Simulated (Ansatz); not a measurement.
# AsH6N: a dynamics run in two tries

The task is a short trajectory. SMILES of the start: N.[AsH3].

Program: Ansatz 0.2.0. Level of theory: RKS PBE-D4/def2-SVP. These are calculated values, not measurements.

## (1) The structure to begin with

Bond lengths: N1–H2 1.030 Å, N1–H3 1.030 Å, N1–H4 1.030 Å, As5–H6 1.536 Å, As5–H7 1.537 Å, As5–H8 1.556 Å. Angles: H2–N1–H3 105.3°, H2–N1–H4 105.1°, H3–N1–H4 105.3°, H6–As5–H7 91.9°, H6–As5–H8 91.2°, H7–As5–H8 90.9°.

As a file:

```xyz
8

N     0.0693    0.1110   -1.5029
H     0.7739   -0.5166   -1.9148
H    -0.8039   -0.0926   -2.0092
H     0.3441    1.0566   -1.8036
As    0.3255    0.2889    1.5533
H    -1.1925    0.3414    1.3218
H     0.3664   -1.2230    1.2808
H     0.1172    0.0343    3.0747
```

## (2) The run

input.yaml

```yaml
crystal:
  periodic: [false, false, false]
  atoms:
    - { symbol: "N", position_ang: [0.069275, 0.110986, -1.502908] }
    - { symbol: H, position_ang: [0.773851, -0.516619, -1.91482] }
    - { symbol: H, position_ang: [-0.803872, -0.092634, -2.009235] }
    - { symbol: H, position_ang: [0.344113, 1.056633, -1.803637] }
    - { symbol: As, position_ang: [0.32552, 0.288859, 1.553337] }
    - { symbol: H, position_ang: [-1.192502, 0.341383, 1.32177] }
    - { symbol: H, position_ang: [0.36639, -1.222958, 1.280829] }
    - { symbol: H, position_ang: [0.117226, 0.03425, 3.074665] }
basis:
  gaussian: { orbitals: def2-SVP }
hamiltonian:
  xc: pbe
  dispersion: d4
md:
  timestep: 0.25
  n_steps: 25
  ensemble: npt_langevin
  temperature: 1000.0
  initial_velocities: maxwell_boltzmann
  seed: 846308
  friction: 0.001
  masses: [{ species: H, mass: 2.014 }]
  pressure: 1.0
scf:
  lower_state_search: "off"
```

The run is started by

```bash
$ ansatz run input.yaml --threads 1 --pin off --max-ram 2048MiB --backend cpu --events-out ev --progress --plain --runs-dir out
```

Before running it: what results should come out? Wanted: first try.

The runs gave:

| quantity | value |
| --- | --- |
| first try | refused |
| cause | a barostat needs a periodic cell, and a molecule in free space has none |

In words: The fault in the first input was caught at the input check and cost nothing.
